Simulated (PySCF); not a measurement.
# C₆H₁₂NP: magnetic properties

Aim: compute the magnetic properties of C₆H₁₂NP (`CC1=CC[P@](C)(=N)C1`).

Programs: PySCF 2.14.0, with routines of our own; each step states its level. All values are computed. Atoms count from 0.

### Step 1. The starting structure

20 atoms, charge 0, multiplicity 1; geometry from: GFN2-xTB.

### Step 2. Magnetic properties: GIAO wB97X-D/pcSseg-1

Job settings and geometry (Å):

```
{"job": {"kind": "mag", "xc": "wB97X-D", "basis": "pcSseg-1", "isotopologues": 2}, "charge": 0, "multiplicity": 1}
C      2.510825    -0.881007    -0.285959
C      1.262159    -0.128636     0.034636
C      0.977879     1.105517    -0.367032
C     -0.334358     1.675757     0.059723
P     -1.342004     0.163412     0.489633
C     -1.878995    -0.491425    -1.115082
N     -2.593112     0.188509     1.414155
C      0.213969    -0.791928     0.877725
H      2.271526    -1.796546    -0.827453
H      3.027145    -1.166243     0.630910
H      3.181689    -0.279138    -0.894237
H      1.646165     1.695704    -0.975456
H     -0.814413     2.285765    -0.708922
H     -0.233458     2.294455     0.959024
H     -1.049308    -0.533540    -1.817635
H     -2.292110    -1.484292    -0.949281
H     -2.666808     0.156205    -1.494278
H     -2.431344     0.537492     2.349041
H      0.431502    -0.680011     1.945952
H      0.107901    -1.859373     0.671499
```

With the program's defaults for keys left out, this is: GIAO wB97X-D/pcSseg-1 magnetisability, rotational g tensor and spin-rotation constants, non-relativistic, gas phase.

On the command line:

```
$ OMP_NUM_THREADS=1 python excited_run.py task.json out
```

This one command runs all jobs of the session in turn.

Output:

```text
coarse grid: 16648 points
cycle   1  E = -631.6440638096  dE =  1.501e+00  |g| = 6.152e-01  |ddm| = 4.051e+00
cycle   2  E = -631.6217102268  dE =  2.235e-02  |g| = 7.288e-01  |ddm| = 1.661e+00
cycle   3  E = -631.7355704824  dE = -1.139e-01  |g| = 8.042e-02  |ddm| = 9.106e-01
cycle   4  E = -631.7370424529  dE = -1.472e-03  |g| = 3.107e-02  |ddm| = 1.242e-01
cycle   5  E = -631.7372998115  dE = -2.574e-04  |g| = 3.896e-03  |ddm| = 4.280e-02
cycle   6  E = -631.7373045869  dE = -4.775e-06  |g| = 1.299e-03  |ddm| = 8.338e-03
final grid: 154632 points
cycle   7  E = -631.7938701514  dE = -2.674e-04  |g| = 5.747e-03  |ddm| = 5.684e-02
cycle   8  E = -631.7938755045  dE = -5.353e-06  |g| = 4.660e-03  |ddm| = 1.292e-02
cycle   9  E = -631.7938798432  dE = -4.339e-06  |g| = 9.163e-04  |ddm| = 4.714e-03
cycle  10  E = -631.7938799976  dE = -1.544e-07  |g| = 6.002e-04  |ddm| = 1.769e-03
cycle  11  E = -631.7938800865  dE = -8.887e-08  |g| = 6.734e-05  |ddm| = 7.903e-04
cycle  12  E = -631.7938800885  dE = -2.062e-09  |g| = 2.993e-05  |ddm| = 1.916e-04
cycle  13  E = -631.7938800889  dE = -3.588e-10  |g| = 1.043e-05  |ddm| = 7.309e-05
converged SCF energy = -631.7938800889

Magnetisability tensor (1e-30 J/T^2)
    -1493.58       11.74      -26.54
       11.74    -1393.24      -51.15
      -26.54      -51.15    -1461.02
isotropic -1449.28   principal values   -1511.19  -1474.93  -1361.72
isotropic susceptibility -87.278 1e-6 cm^3/mol

Inertial axes            a          b          c
rot. const./GHz      3.1778     1.2190     1.1576
chi total           -89.519    -82.891    -89.423
chi diamagnetic    -529.263  -1136.761  -1188.933
chi paramagnetic    439.744   1053.870   1099.510
quadrupole/D A      -12.604      5.158      7.446
g nuclear            0.6455     0.5895     0.5875
g electronic        -0.6565    -0.6035    -0.5980
g total             -0.0110    -0.0140    -0.0105

Spin-rotation constants (kHz, H = +C I.J)
atom  isotope        aa         bb         cc
  4    31P        4.418      2.145      2.102
  6    14N        0.220      0.034      0.061
  8     1H       -0.340     -0.037     -0.066
  9     1H       -0.282     -0.115     -0.010
 10     1H       -0.135     -0.058     -0.116
 11     1H       -0.050     -0.017     -0.108
 12     1H       -0.308     -0.049     -0.062
 13     1H       -0.371     -0.083     -0.001
 14     1H       -0.081     -0.144     -0.076
 15     1H       -0.349      0.012     -0.118
 16     1H       -0.156     -0.094     -0.088
 17     1H       -0.366     -0.157      0.024
 18     1H       -0.349     -0.144      0.044
 19     1H       -0.365      0.039     -0.133
  0    13C*       0.412      0.193      0.184
  1    13C*       1.569      0.404      0.216
  2    13C*       1.406      0.353      0.228
  3    13C*       0.492      0.221      0.215
  5    13C*       0.460      0.172      0.143
  7    13C*       0.479      0.242      0.214
* in the singly substituted isotopologue

Isotopologues: g along a, b, c
2H    at 8,9,10,11,12,1    -0.0086    -0.0120    -0.0091
13C   at 0                 -0.0110    -0.0138    -0.0103
```

Wall time 2.7 min (1 thread of Intel Xeon at 2.50GHz, shared host); peak memory 1.1 GiB.

From this job:

| quantity | value |
| --- | --- |
| magnetisability | -1449·10⁻³⁰ J/T² |
| molar susceptibility | -87.3·10⁻⁶ cm³/mol |
| rotational g (a, b, c) | -0.0110, -0.0140, -0.0105 |

### Step 3. Magnetic properties: GIAO B97-D/3-21G in dichloromethane

The job, as its differences from that of step 2:

```diff
@@ -1,2 +1,2 @@
-{"job": {"kind": "mag", "xc": "wB97X-D", "basis": "pcSseg-1", "isotopologues": 2}, "charge": 0, "multiplicity": 1}
+{"job": {"kind": "mag", "xc": "B97-D", "basis": "3-21G", "solvent": "dichloromethane"}, "charge": 0, "multiplicity": 1}
 C      2.510825    -0.881007    -0.285959
```

Method: GIAO B97-D/3-21G magnetisability, non-relativistic, IEF-PCM dichloromethane.

Output:

```text
coarse grid: 16648 points
cycle   1  E = -628.1526026603  dE =  6.232e-01  |g| = 7.743e-01  |ddm| = 4.554e+00
cycle   2  E = -627.7971296012  dE =  3.555e-01  |g| = 1.388e+00  |ddm| = 3.925e+00
cycle   3  E = -628.2649377850  dE = -4.678e-01  |g| = 3.649e-01  |ddm| = 3.402e+00
cycle   4  E = -628.3001462217  dE = -3.521e-02  |g| = 3.265e-02  |ddm| = 6.283e-01
cycle   5  E = -628.3004219920  dE = -2.758e-04  |g| = 1.040e-02  |ddm| = 6.475e-02
cycle   6  E = -628.3004484956  dE = -2.650e-05  |g| = 4.250e-03  |ddm| = 1.697e-02
cycle   7  E = -628.3004526555  dE = -4.160e-06  |g| = 1.715e-03  |ddm| = 6.994e-03
final grid: 154632 points
cycle   8  E = -628.3500143547  dE = -3.080e-05  |g| = 5.318e-03  |ddm| = 3.730e-02
cycle   9  E = -628.3499978454  dE =  1.651e-05  |g| = 9.359e-03  |ddm| = 1.851e-02
cycle  10  E = -628.3500218186  dE = -2.397e-05  |g| = 2.007e-03  |ddm| = 1.260e-02
cycle  11  E = -628.3500229788  dE = -1.160e-06  |g| = 1.389e-04  |ddm| = 2.587e-03
cycle  12  E = -628.3500229833  dE = -4.460e-09  |g| = 6.057e-05  |ddm| = 2.540e-04
cycle  13  E = -628.3500229843  dE = -9.618e-10  |g| = 7.576e-06  |ddm| = 8.331e-05
converged SCF energy = -628.3500229843

Magnetisability tensor (1e-30 J/T^2)
    -1558.85        2.82      -48.20
        2.82    -1472.48      -43.93
      -48.20      -43.93    -1510.99
isotropic -1514.11   principal values   -1592.76  -1513.41  -1436.14
isotropic susceptibility -91.182 1e-6 cm^3/mol

Inertial axes            a          b          c
rot. const./GHz      3.1778     1.2190     1.1576
chi total           -92.831    -87.802    -92.912
chi diamagnetic    -527.628  -1135.749  -1188.146
chi paramagnetic    434.797   1047.947   1095.234
quadrupole/D A      -13.437      5.384      8.054
```

Wall time 44 s (1 thread of Intel Xeon at 2.50GHz, shared host); peak memory 0.65 GiB.

From this job:

| quantity | value |
| --- | --- |
| magnetisability | -1514·10⁻³⁰ J/T² |
| molar susceptibility | -91.2·10⁻⁶ cm³/mol |

### Step 4. Magnetic properties: common gauge origin revPBE/STO-3G

The job, as its differences from that of step 3:

```diff
@@ -1,2 +1,2 @@
-{"job": {"kind": "mag", "xc": "B97-D", "basis": "3-21G", "solvent": "dichloromethane"}, "charge": 0, "multiplicity": 1}
+{"job": {"kind": "mag", "xc": "revPBE", "basis": "STO-3G", "gauge": [0, 5, 0], "scf": {"max_cycle": 96}}, "charge": 0, "multiplicity": 1}
 C      2.510825    -0.881007    -0.285959
```

Level: common gauge origin revPBE/STO-3G magnetisability, rotational g tensor and spin-rotation constants, non-relativistic, gas phase.

Output:

```text
final grid: 154632 points
cycle   1  E = -624.1418200037  dE =  1.064e+00  |g| = 7.203e-01  |ddm| = 5.765e+00
cycle   2  E = -621.4813881552  dE =  2.660e+00  |g| = 2.664e+00  |ddm| = 5.256e+00
cycle   3  E = -624.2878872505  dE = -2.806e+00  |g| = 3.832e-01  |ddm| = 4.681e+00
cycle   4  E = -624.3367631801  dE = -4.888e-02  |g| = 1.290e-01  |ddm| = 7.846e-01
cycle   5  E = -624.3415160025  dE = -4.753e-03  |g| = 3.869e-02  |ddm| = 1.885e-01
cycle   6  E = -624.3419920236  dE = -4.760e-04  |g| = 1.308e-02  |ddm| = 6.232e-02
cycle   7  E = -624.3420441925  dE = -5.217e-05  |g| = 5.238e-03  |ddm| = 2.334e-02
cycle   8  E = -624.3420516631  dE = -7.471e-06  |g| = 2.015e-03  |ddm| = 9.021e-03
cycle   9  E = -624.3420529132  dE = -1.250e-06  |g| = 4.659e-04  |ddm| = 3.063e-03
cycle  10  E = -624.3420529805  dE = -6.735e-08  |g| = 6.694e-05  |ddm| = 7.609e-04
cycle  11  E = -624.3420529822  dE = -1.728e-09  |g| = 1.830e-05  |ddm| = 1.561e-04
cycle  12  E = -624.3420529823  dE = -1.039e-10  |g| = 6.424e-06  |ddm| = 3.750e-05
converged SCF energy = -624.3420529823

Magnetisability tensor (1e-30 J/T^2)
  -103161.49    -1521.88     2150.40
    -1521.88   -14627.68     -217.78
     2150.40     -217.78  -112642.33
isotropic -76810.50   principal values -113107.39-102723.24 -14600.86
isotropic susceptibility -4625.636 1e-6 cm^3/mol

Inertial axes            a          b          c
rot. const./GHz      3.1778     1.2190     1.1576
chi total         -6189.004  -1095.322  -6592.583
chi diamagnetic    -523.034  -1129.061  -1181.493
chi paramagnetic  -5665.971     33.739  -5411.090
quadrupole/D A      -11.086      4.179      6.908
g nuclear            0.6455     0.5895     0.5875
g electronic         8.4587    -0.0193     2.9428
g total              9.1042     0.5702     3.5303

Spin-rotation constants (kHz, H = +C I.J)
atom  isotope        aa         bb         cc
  4    31P        2.294      1.098      0.955
  6    14N        0.413      0.106      0.251
  8     1H        7.844      0.357      2.555
  9     1H        2.634      0.326      1.998
 10     1H       -4.613      1.554     -0.595
 11     1H       -7.536      0.637     -2.224
 12     1H       -8.066     -0.389     -3.473
 13     1H       -8.618     -1.054     -3.055
 14     1H        1.682     -0.008     -0.760
 15     1H        9.888     -0.017      3.194
 16     1H       -2.965      0.521     -1.639
 17     1H       -2.652     -0.438     -0.497
 18     1H        2.059     -0.990      0.529
 19     1H       11.430     -0.683      3.669
  0    13C*       0.895      0.330      0.407
  1    13C*       1.397      0.151      0.018
  2    13C*      -1.060      0.173     -0.506
  3    13C*      -1.544     -0.073     -0.688
  5    13C*       0.972      0.092      0.234
  7    13C*       1.656     -0.143      0.397
* in the singly substituted isotopologue
```

It took 24 s on 1 thread of Intel Xeon at 2.50GHz, shared host; peak memory 0.48 GiB.

A normal end doesn't make this result sound: a common gauge origin replaces GIAOs, so the magnetic properties depend on where the origin lies; the basis STO-3G is minimal.

### Step 5. What came out

| quantity | value |
| --- | --- |
| magnetisability (step 2, GIAO wB97X-D/pcSseg-1) | -1449·10⁻³⁰ J/T² |
| molar susceptibility (step 2, GIAO wB97X-D/pcSseg-1) | -87.3·10⁻⁶ cm³/mol |
| rotational g (a, b, c) (step 2, GIAO wB97X-D/pcSseg-1) | -0.0110, -0.0140, -0.0105 |
| runs | 0 failed, 1 ended on unsound input |

**Reading.** The values above hold for this geometry and these levels alone. Vibrational averaging and real surroundings are missing from these values.
